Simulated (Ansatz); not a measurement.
# PbO: a single-point run

Wanted: a converged single-point run for PbO, and a check of what comes out. The structure is shown as the input types it. The cell is built on a prototype (zincblende) and needn't be the phase found in nature.

Computed with Ansatz 0.2.0 (density functional or hybrid calculation with the settings of its input, plane waves (as first typed), unless a step's input says otherwise).

### Step 1. The structure to begin with

It takes space group F-43m (No. 216, cubic). Conventional cell: a = 5.598 Å, b = 5.598 Å, c = 5.598 Å, α = 90.00°, β = 90.00°, γ = 90.00°. Around Pb (site symmetry -43m) lie 4 O at 2.42 Å. O (site symmetry -43m) is surrounded by 4 Pb at 2.42 Å.

Structure file:

```
CELL_PARAMETERS angstrom
0.00000 2.79878 2.79878
2.79878 0.00000 2.79878
2.79878 2.79878 0.00000
ATOMIC_POSITIONS crystal
Pb 0.00000 0.00000 0.00000
O 0.25000 0.25000 0.25000
```

### Step 2. Running it

The input, input.yaml:

```yaml
crystal:
  lattice:
    - [0.0, 2.7987768025, 2.7987768025]
    - [2.7987768025, 0.0, 2.7987768025]
    - [2.7987768025, 2.7987768025, 0.0]
  atoms:
    - { symbol: Pb, position: [0.0, 0.0, 0.0] }
    - { symbol: O, position: [0.25, 0.25, 0.25] }
kpoints:
  mp_grid: { grid: [6, 6, 6] }
hamiltonian:
  xc: pbesol
scf:
  occupations: { method: gaussian, width: 1.5 }
  n_extra_bands: 4
output:
  forces: true
  stress: true
  eigenvalues: true
```

Launch:

```console
$ ansatz run input.yaml --threads 4 --pin off --max-ram 3686MiB --backend cpu --events-out ev --progress --plain --runs-dir out
```

What happens when this is run?

The program finished normally. Convergence says nothing about whether the input makes sense.

In the input, scf.occupations.method is gaussian; scf.occupations.width is 1.5. A smearing this wide moves electrons out of filled levels into empty ones.

To check: delete scf.occupations.width (the default then holds) and set scf.occupations.method to fixed.
